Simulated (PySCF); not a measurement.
# C2H7FOSi2: the cost of one run

The runs use PySCF 2.14.0, with density-fitted response routines of our own; the level of theory stands in each step. All values are computed, except where a source is named. Atoms count from 0, in the outputs and in this text.

### 1 The starting structure

13 atoms, charge 0, multiplicity 1; geometry from: GFN2-xTB. The atoms were then displaced at random by about 0.01 Å, so the start is not that level's minimum.

Bonds of the start (Å): O0–Si1 1.62, Si1–C2 1.93, C2–Si3 1.93, Si3–F4 1.65, Si3–C5 1.88, C5–Si1 1.92, O0–H6 0.95, Si1–H7 1.47, C2–H8 1.09, C2–H9 1.07, Si3–H10 1.44, C5–H11 1.09, C5–H12 1.08.

### 2 Relaxing the molecule at PBE0-D3(BJ)/def2-SVP

The job: settings as JSON, then the geometry in Å.

```
{"job": {"xc": "PBE0", "basis": "def2-SVP", "d3": "d3bj", "grid": 1, "shake": 0.01, "kind": "geom"}, "charge": 0, "multiplicity": 1}
O     -0.794850    -1.409550    -1.743510
Si     0.128750    -0.173140    -1.235050
C     -0.784110     1.135510    -0.149900
Si     0.097340     0.446320     1.426220
F     -0.983210    -0.546010     2.180770
C      1.200610    -0.589340     0.306650
H     -1.373730    -1.851300    -1.138360
H      0.794860     0.247420    -2.473280
H     -0.476080     2.165400    -0.344620
H     -1.853150     1.110130    -0.146980
H      0.565070     1.290620     2.498490
H      2.222460    -0.204950     0.258860
H      1.261840    -1.637990     0.550400
```

Launch:

```sh
> OMP_NUM_THREADS=1 python probes_run.py task.json out
```

This one command runs all jobs of the session in turn.

**Question.** How long does this first job take on 1 thread of Arm Neoverse V1, shared host, and how much memory does it need?

About 1.9 min, with a peak of 0.52 GiB.
